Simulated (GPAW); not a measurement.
The system is Ti3Se.

```xyz
4
Lattice="3.1974 0.0000 0.0000 -1.5987 2.7691 0.0000 0.0000 0.0000 7.9427" Properties=species:S:1:pos:R:3 pbc="T T T"
Se    0.0000    0.0000    0.0000
Ti    1.5987    0.9230    3.9714
Ti    0.0000    1.8460    6.1390
Ti    0.0000    1.8460    1.8038
```

The cell comes from a database or a generator and needn't be the stable form of this composition.

Base run:

| Quantity | Value |
| --- | --- |
| Program | GPAW 26.7.0 |
| Functional | PBEsol |
| Potentials or basis | PAW data sets generated in the run's folder for this functional |
| Cutoff | 600 eV |
| Basis | pw |
| k mesh | 7 × 7 × 3 |
| Occupations | fermi-dirac, width 0.05 eV |
| Spin | no spin polarisation |
| Hubbard terms | Ti d U = 3 eV |

Its results: pressure -1.4 GPa; largest force 0.175 eV/Å.

Q: The run is repeated on the same cell with these changes: hubbard terms from Ti d U = 3 eV to Ti d U = 1 eV. What comes out?

A: Pressure -3.6 GPa; largest force 0.129 eV/Å.

Caveats: U without spin polarisation on a metal has little footing.
